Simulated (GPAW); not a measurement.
Runs of GPAW 26.7.0 on Co3Ir. Symmetry: Pm-3m, No. 221, cubic system. Conventional cell: a = 3.583 Å, b = 3.583 Å, c = 3.583 Å, α = 90.00°, β = 90.00°, γ = 90.00°. Around Ir (site symmetry m-3m) lie 12 Co at 2.53 Å. Co (site symmetry 4/mmm) has 4 Ir at 2.53 Å and 8 Co at 2.53 Å as nearest neighbours. The cell comes from a database or a generator and needn't be the stable form of this composition.

| level | gap on the mesh (eV) | pressure (GPa) | moment (μB) | relaxed volume (Å³/atom) |
| --- | --- | --- | --- | --- |
| PBEsol+D4 | none | -0.1 | 3.43 | 11.05 |
| PBEsol+D3 | none | -0.2 | 3.35 | 10.93 |
| PBEsol | none | 0.0 | (b) | 11.21 |
| PBEsol+D3(BJ) | none | -0.2 | 3.36 | 10.95 |
| PBEsol+D3(BJ)+ATM | none | -0.2 | (a) | 11.02 |

Alike in all rows: task relaxation of cell and atoms; potentials or basis PAW data sets generated in the run's folder for this functional, pw; spin collinear, ferromagnetic start; cell relaxed; k mesh 6 × 6 × 6; cutoff (eV) 600; smearing fermi-dirac 0.05 eV.

Q: Estimate the missing entries.

A: (a) 3.41; (b) 3.55.

Caveats: each step starts from the last one's moments, so a moment once lost doesn't come back; later steps reuse the first step's grids; pairwise dispersion overbinds metals, which lowers pressure and volume (some runs).

A k mesh can miss the band edges, and the runs leave out spin-orbit coupling on Ir.

A gap of «none» marks a metal or a gap under the smearing width.
